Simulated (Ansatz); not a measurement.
Runs of Ansatz 0.2.0 on AlSn. It takes space group P-6m2 (No. 187, hexagonal). The conventional cell has a = 4.198 Å, b = 4.198 Å, c = 3.307 Å, α = 90.00°, β = 90.00°, γ = 120.00°. Sn (site symmetry -6m2) has 6 Al at 2.93 Å and 2 Sn at 3.31 Å as nearest neighbours. Around Al (site symmetry -6m2) lie 6 Sn at 2.93 Å and 2 Al at 3.31 Å. The cell comes from a database or a generator and needn't be the stable form of this composition.

| task | level | spin | cell | k mesh | cutoff (eV) | smearing | points for each segment of the path | gap on the mesh (eV) | pressure (GPa) | relaxed volume (Å³/atom) |
| --- | --- | --- | --- | --- | --- | --- | --- | --- | --- | --- |
| band structure | revPBE | off | as given | 7 × 7 × 8 | 420 | fermi-dirac 0.05 eV | 14 | none | 1.2 | - |
| band structure | r2SCAN | off | as given | 7 × 7 × 8 | 500 | fermi-dirac 0.05 eV | 14 | none | -1.1 | - |
| relaxation of cell and atoms | RPBE | off | relaxed | 7 × 7 × 8 | 420 | fermi-dirac 0.05 eV | - | none | 0.0 | (c) |
| single point | PBE | off | as given | 7 × 7 × 8 | 420 | gaussian 0.012 eV | - | none | 0.3 | - |
| relaxation of cell and atoms | revPBE | off | relaxed | 7 × 7 × 8 | 420 | fermi-dirac 0.05 eV | - | none | 0.0 | (b) |
| band structure | PBEsol | SOC, no magnetisation | as given | 5 × 5 × 6 | 420 | fermi-dirac 0.05 eV | 14 | none | (a) | - |
| band structure | BLYP | off | as given | 7 × 7 × 8 | 420 | fermi-dirac 0.05 eV | 14 | none | 3.7 | - |
| band structure | RPBE | off | as given | 7 × 7 × 8 | 420 | fermi-dirac 0.05 eV | 14 | none | 1.5 | - |

Alike in all rows: potentials or basis Ansatz PAW.

Problem. Fill in the values left out.

Solution. (a) -2.1; (b) 25.83; (c) 26.01.

Caveats: the PAW data sets come from PBE, with cores solved anew for the run's functional, which leaves a small shift of forces and pressure (some runs); spin-orbit coupling is left out, which moves the levels of the heavy elements (some runs); the plane-wave basis is chosen anew once the cell has moved, so the energies of steps on either side of that aren't comparable (some runs).

A k mesh can miss the band edges, and rows without SOC leave out spin-orbit coupling on Sn.

A gap of «none» marks a metal or a gap under the smearing width.
